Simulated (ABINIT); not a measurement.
The system is WS2.

```
S W
1.0
     3.18000    0.00000    0.00000
    -1.59000    2.75396    0.00000
     0.00000    0.00000   12.50000
S W
4 2
Direct
  0.33333 0.66667 0.62500
  0.66667 0.33333 0.12500
  0.33333 0.66667 0.87500
  0.66667 0.33333 0.37500
  0.33333 0.66667 0.25000
  0.66667 0.33333 0.75000
```

Base run:

* Program: ABINIT 10.8.3 (patched build)
* Functional: LDA
* Potentials or basis: PseudoDojo NC SR LDA v0.4.1 standard
* Cutoff: 952 eV
* k mesh: 8 × 8 × 2
* Occupations: fermi-dirac, width 0.05 eV
* Spin: no spin polarisation

Its results: band gap on the k mesh 1.12 eV, indirect (least direct gap 2.16 eV); pressure -5.9 GPa; largest force 0.388 eV/Å.

**Question.** The run is repeated on the same cell with these changes: functional from LDA to PBE; potentials or basis from PseudoDojo NC SR LDA v0.4.1 standard to PseudoDojo NC SR PBE v0.4.1 standard; cutoff from 952 eV to 1007 eV. What comes out?

**Answer.** Band gap on the k mesh 1.19 eV, indirect (least direct gap 2.19 eV); pressure 2.3 GPa; largest force 0.134 eV/Å.

Caveats: spin-orbit coupling is left out, which moves the levels of the heavy elements; this functional lacks dispersion, which binds the layers, so the pressure and a relaxed spacing across them are unreliable (some runs).

A k mesh can miss the band edges.
